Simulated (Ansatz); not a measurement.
**CH₃F₃O₂W: how energies converge with the basis set**

One table from this session's results is given with a row withheld; the runs are named, their logs left out.

Computed with Ansatz 0.2.0, Gaussian basis. Level: one geometry, several basis sets.

The runs, in order: PBE0-D4/def2-SVP; ωB97M-V/def2-SVP; PBE0-D4/def2-QZVPP; ωB97M-V/def2-QZVPP; the functionals' def2-TZVPP values are taken from earlier runs.

### Structure used throughout

An earlier PBE0-D4 in a triple-zeta def2 set relaxation fixed the geometry. W takes the def2 core potential; no spin-orbit term is included.

SMILES `C[O][W](=[O])([F])([F])[F]`, 10 atoms, charge 0, spin multiplicity 1.

Atoms are counted from 1 here; the program's logs count them from 0.

Bond lengths: C1–O2 1.402 Å, C1–H8 1.091 Å, C1–H9 1.094 Å, C1–H10 1.093 Å, O2–W3 1.840 Å, W3–O4 1.679 Å, W3–F5 1.862 Å, W3–F6 1.860 Å, W3–F7 1.872 Å. Angles: O2–C1–H8 108.7°, O2–C1–H9 109.4°, O2–C1–H10 110.0°, H8–C1–H9 109.6°, H8–C1–H10 109.4°, H9–C1–H10 109.6°, C1–O2–W3 143.3°, O2–W3–O4 103.5°, O2–W3–F5 90.1°, O2–W3–F6 151.5°, O2–W3–F7 86.2°, O4–W3–F5 106.0°, O4–W3–F6 104.9°, O4–W3–F7 106.8°, F5–W3–F6 84.9°, F5–W3–F7 147.0°, F6–W3–F7 82.9°.

Set-up of the first run:

Input file in.yaml:

```yaml
crystal:
  periodic: [false, false, false]
  atoms:
    - {symbol: C, position_ang: [0.535370, -1.647639, -0.266129]}
    - {symbol: O, position_ang: [-0.366581, -0.574886, -0.223400]}
    - {symbol: W, position_ang: [-0.510591, 1.215843, 0.176238]}
    - {symbol: O, position_ang: [-2.114556, 1.385463, 0.641654]}
    - {symbol: F, position_ang: [-0.455378, 1.628615, -1.638686]}
    - {symbol: F, position_ang: [0.236050, 2.903239, 0.412720]}
    - {symbol: F, position_ang: [0.462282, 0.821548, 1.726145]}
    - {symbol: H, position_ang: [-0.030532, -2.580131, -0.260852]}
    - {symbol: H, position_ang: [1.188267, -1.609517, 0.610890]}
    - {symbol: H, position_ang: [1.138668, -1.593632, -1.175778]}
basis:
  gaussian: {orbitals: def2-SVP}
hamiltonian: {xc: pbe0, dispersion: d4}
output: {orbitals: {seedname: orbitals}}
```

On the command line:

```sh
> ansatz run in.yaml --threads 4 --pin off --events-out ev --progress --plain --max-ram 11315MiB
```

Steps of the session up to this table: PBE0-D4 in def2-SVP; ωB97M-V in def2-SVP; PBE0-D4 in def2-QZVPP; ωB97M-V in def2-QZVPP.

One table of the session follows, with a row left open; its other results are not shown here.

It belongs to the step «Functionals by basis». 

| functional | basis | HOMO (eV) | LUMO (eV) |
| --- | --- | --- | --- |
| PBE0-D4 | def2-SVP | ? | ? |
| PBE0-D4 | def2-TZVPP | -9.69 | -3.03 |
| PBE0-D4 | def2-QZVPP | -9.70 | -3.05 |
| ωB97M-V | def2-SVP | -12.01 | -0.91 |
| ωB97M-V | def2-TZVPP | -12.02 | -0.81 |
| ωB97M-V | def2-QZVPP | -12.04 | -0.84 |

Estimate the missing values for PBE0-D4, def2-SVP.

As computed: HOMO (eV): -9.68; LUMO (eV): -3.14. In the column «HOMO (eV)» it is the highest.
